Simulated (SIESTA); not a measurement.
**NbRu3C in SIESTA: the effect of basis**

Crystal: NbRu3C.

```
CELL_PARAMETERS angstrom
4.06514 0.00000 0.00000
0.00000 4.06514 0.00000
0.00000 0.00000 4.06514
ATOMIC_POSITIONS crystal
Ru 0.50000 0.50000 0.00000
Ru 0.50000 0.00000 0.50000
Ru 0.00000 0.50000 0.50000
Nb 0.00000 0.00000 0.00000
C 0.50000 0.50000 0.50000
```

The cell comes from a database or a generator and needn't be the stable form of this composition.

Alike in all runs:

```yaml
Program: SIESTA 5.4.2
Task: band structure
Functional: PBEsol
Potentials_or_basis: PseudoDojo 0.4 standard (PBEsol files)
Grid_cutoff: 800 Ry
Energy_shift: 0.003 Ry
k_mesh: 7 × 7 × 7
Occupations: fermi-dirac, width 0.05 eV
Spin: no spin polarisation
```

```tsv
basis	pressure (GPa)
SZ	-1.5
SZP	?
DZ	-7.3
DZP	-7.7
TZP	-8.1
TZDP	-8.2
```

**Question.** What does the run with basis SZP give?

**Answer.** Pressure -5.3 GPa.

Caveats: the basis of atomic orbitals isn't converged, which shifts pressures, moduli and gaps; the basis has no polarisation orbitals (some runs).
